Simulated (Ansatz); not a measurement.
The system is HfIn4SiO6.

```xyz
12
Lattice="5.2774 0.0000 0.0000 -2.6387 4.5704 0.0000 0.0000 0.0000 10.5590" Properties=species:S:1:pos:R:3 pbc="T T T"
Hf    0.0000    0.0000    0.0000
In    0.0000    3.0469    3.2148
In    0.0000    3.0469    7.3442
In    2.6387    1.5234    8.3331
In    2.6387    1.5234    2.2260
Si    0.0000    3.0469    0.0000
O     0.6361    1.6984    9.5002
O     1.4859    3.1703    1.0589
O     0.8498    4.2720    9.5002
O    -0.6360    1.6984    1.0589
O    -1.4858    3.1703    9.5002
O    -0.8498    4.2720    1.0589
```

The cell was built by a generator and needn't be a form met in nature.

Base run:

| Property | Result |
| --- | --- |
| Program | Ansatz 0.2.0 |
| Functional | PBE |
| Potentials or basis | Ansatz PAW |
| Cutoff | 420 eV (not typed: the program's choice for these potentials) |
| k mesh | 6 × 6 × 3 |
| Occupations | fermi-dirac, width 0.05 eV |
| Spin | no spin polarisation |

Its results: band gap on the k mesh none (metal or under the smearing width); pressure 0.0 GPa.

Task: The run is repeated on the same cell with these changes: functional from PBE to HSE06; k mesh from 6 × 6 × 3 to 3 × 3 × 1. What comes out?

Result: Band gap on the k mesh 0.23 eV, indirect (least direct gap 2.10 eV); pressure -2.8 GPa.

Several settings changed at once, so the effect can't be laid on one alone.

Caveats: some runs use coarse meshes; spin-orbit coupling is left out, which moves the levels of the heavy elements; odd divisions of the mesh miss points on the zone boundary, where band edges often lie, so the gap on the mesh can be too wide (some runs); the PAW data sets come from PBE, with cores solved anew for the run's functional, which leaves a small shift of forces and pressure (some runs); the thresholds are loose for stress (some runs).

A k mesh can miss the band edges.
